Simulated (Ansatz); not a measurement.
# AlB2ClFH3: the cost of one run

Computed with the Python package of Ansatz 0.2.0. Level of theory: r2SCAN/def2-SVP.

**1. The system**

Bond lengths: F1–B2 1.425 Å, B2–B3 1.634 Å, B3–Al4 2.061 Å, Al4–Cl5 2.283 Å, B2–H6 1.172 Å, B3–H7 1.239 Å, Al4–H8 1.564 Å. Angles: F1–B2–B3 118.6°, F1–B2–H6 121.6°, B3–B2–H6 119.9°, B2–B3–Al4 123.8°, B2–B3–H7 120.3°, Al4–B3–H7 115.9°, B3–Al4–Cl5 116.4°, B3–Al4–H8 123.5°, Cl5–Al4–H8 120.1°.

No structure file is read: the coordinates are typed or built in the script.

**2. The script**

opt.py

```python
'''Minimum-energy structure of AlB2ClFH3.'''

from dataclasses import dataclass

import ansatz as az
import numpy as np


@dataclass
class Options:
    basis_set: str = 'def2-SVP'
    functional: str = 'r2scan'


settings = Options()


def main() -> None:
    geometry_ang = [
        ('F', (-0.9548, 1.7272, 2.0919)),
        ('B', (-0.9229, 0.8315, 0.9842)),
        ('B', (0.5292, 0.3591, 0.4026)),
        ('Al', (0.7648, -0.9724, -1.1529)),
        ('Cl', (-1.1507, -1.7917, -2.0871)),
        ('H', (-1.9075, 0.425, 0.4956)),
        ('H', (1.5747, 0.7868, 0.9106)),
        ('H', (2.1593, -1.4226, -1.7005)),
    ]
    system = az.Crystal.molecule()
    for symbol, xyz in geometry_ang:
        system = system.atom(symbol, xyz)

    calc = system.calculation()
    calc = calc.basis(gaussian=settings.basis_set)
    calc = calc.functional(settings.functional)
    symbols = [site.symbol for site in system.cartesian_sites]
    start = np.array([site.position_ang for site in system.cartesian_sites], dtype=float)
    def progress(event):
        if event['event'] == 'relax_step':
            row = event['data']
            print(f'step {row["step"]:3d}  E = {row["lagrangian_ev"]:.6f} eV  largest force component {row["allowed_force_max_ev_ang"]:.4f} eV/A')


    report = calc.relax(force_tolerance=0.005).session().plan().execute(on_event=progress).report
    end = np.array(report['positions_ang'])

    print('reference energy %16.6f eV' % report['reference_energy_ev'])
    print('total energy     %16.6f eV' % report['free_energy_ev'])
    print('occupied orbitals outside the frozen core (up, down):', report['n_occupied'], ' frozen:', report['n_frozen'], ' virtual:', report['n_virtual'])

    print('final positions (A) and the move of each atom')
    for symbol, xyz, old in zip(symbols, end, start):
        print(f'{symbol:2s} {xyz[0]:10.5f} {xyz[1]:10.5f} {xyz[2]:10.5f}   {np.linalg.norm(xyz - old):7.4f}')

    charges = report['charge_distribution']
    print('dipole moment', round(4.803205 * float(np.linalg.norm(charges['dipole_moment_e_ang'])), 3), 'D')
    print('Mulliken:', [(s, round(q, 3)) for s, q in zip(symbols, charges['mulliken_charges_e'])])
    with open('alb2clfh3_opt.xyz', 'w') as handle:
        handle.write(f'{len(symbols)}\nrelaxed AlB2ClFH3\n')
        handle.writelines(f'{s:2s} {x:11.6f} {y:11.6f} {z:11.6f}\n' for s, (x, y, z) in zip(symbols, end))


if __name__ == '__main__':
    main()
```

**3. What the engine is handed**

The engine receives this input:

```yaml
crystal:
  periodic: [false, false, false]
  atoms:
    - { symbol: F, position_ang: [-0.9548, 1.7272, 2.0919] }
    - { symbol: B, position_ang: [-0.9229, 0.8315, 0.9842] }
    - { symbol: B, position_ang: [0.5292, 0.3591, 0.4026] }
    - { symbol: Al, position_ang: [0.7648, -0.9724, -1.1529] }
    - { symbol: Cl, position_ang: [-1.1507, -1.7917, -2.0871] }
    - { symbol: H, position_ang: [-1.9075, 0.425, 0.4956] }
    - { symbol: H, position_ang: [1.5747, 0.7868, 0.9106] }
    - { symbol: H, position_ang: [2.1593, -1.4226, -1.7005] }
basis:
  gaussian:
    orbitals: def2-SVP
hamiltonian:
  xc: r2scan
relax:
  f_tol: 0.005
```

**4. The run**

Started as:

```bash
> python opt.py
```

What time and memory should one allow on 1 thread of Arm Neoverse V1, shared host?

About 3.3 min, with a peak of 0.24 GiB.
